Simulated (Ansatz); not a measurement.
This script makes a comparison of norm-conserving and PAW potentials of C, space group P-3m1 with Ansatz's Python interface.

The script, `c.py`:
```python
"""Norm-conserving against PAW potentials for C."""

import ansatz as az
import numpy as np
import pandas as pd
from pymatgen.core import Lattice, Structure
from pymatgen.io.ase import AseAtomsAdaptor

OCCUPATIONS = "Methfessel-Paxton"
WIDTH_EV = 0.05
KGRID = (12, 12, 1)
FUNCTIONAL = "LDA"


def count_gap(report):
    # lowest empty less highest filled band, counting bands; zero where they overlap
    return max(report.get("gap_by_band_count_ev") or 0.0, 0.0)

pmg_structure = Structure(
    Lattice([(2.456228, 0.0, 0.0), (-1.228114, 2.127155, 0.0), (0.0, 0.0, 24.13396)]),
    ["C", "C", "C", "C"],
    [
        (0.0, 0.0, 0.570469),
        (0.0, 0.0, 0.429531),
        (1 / 3, 2 / 3, 0.429525),
        (2 / 3, 1 / 3, 0.570475),
    ],
)
material = az.Crystal.from_ase(AseAtomsAdaptor.get_atoms(pmg_structure))

job = (
    material.calculation()
    .occupations(OCCUPATIONS, width=WIDTH_EV)
    .kpoints(*KGRID)
    .functional(FUNCTIONAL)
    .stress()
    .forces()
    .band_table()
)
variants = {
    "PAW": job.pseudopotentials("paw"),
    "norm-conserving": job.pseudopotentials("nc"),
}
# totals differ by the cores that each treatment holds, so compare what does not depend on them
rows = []
for label, variant in variants.items():
    r = variant.run(threads=1).report
    levels = np.array(r["eigenvalues_ev"][0]) - r["fermi_energy_ev"]
    print(label, "levels at the first k-point near E_F:", np.round(levels[np.abs(levels) < 5], 3))
    rows.append((label, r["n_electrons"], np.trace(r["stress_gpa"]) / 3, float(np.abs(r["forces_ev_ang"]).max()), count_gap(r)))
print(pd.DataFrame(rows, columns=["treatment", "electrons in bands", "P GPa", "max force component eV/A", "gap by band count eV"]).round(4).to_string(index=False))
```

How well do the two treatments of the cores agree on the pressure?

PAW gives -1.114 GPa and norm-conserving -0.745 GPa, 0.37 GPa apart (a gap this large is an error of one set of files, which an all-electron run can settle). They took 1.3 and 5.6 s of processor time.

The run itself:

Output of `python c.py`:
```text
DeckWarning: basis.ecutwfc = 420 eV, auto-derived from the records' recommended cutoffs: set by C (normal level)
PAW levels at the first k-point near E_F: [-3.01  -3.01  -3.002 -3.002  3.469  3.998  4.592]
DeckWarning: basis.ecutwfc = 1115.666836 eV, auto-derived from the records' recommended cutoffs: set by C (normal level)
norm-conserving levels at the first k-point near E_F: [-3.003 -3.003 -2.995 -2.995  3.474  4.     4.672]
      treatment  electrons in bands   P GPa  max force component eV/A  gap by band count eV
            PAW                16.0 -1.1139                    0.0232                   0.0
norm-conserving                16.0 -0.7449                    0.0236                   0.0
```
(Warnings from the package without file and line.)

Notes:
- The cell holds layers, chains or clusters in vacuum, no bulk phase; its stress is averaged over the vacuum too and scales with the cell's height.
- Cold and Methfessel-Paxton smearing aren't meant for a gap as narrow as their width.
- The computed bands are complete only to about 5.3 eV above the Fermi level.
- This isn't the structure that C takes at ambient conditions.
- Levels are Kohn-Sham eigenvalues on this mesh.
- Stress is positive in compression.
- It ran for 8.1 s on 1 thread of Intel(R) Xeon(R) Processor @ 2.30GHz (shared host), peak memory 0.74 GiB.
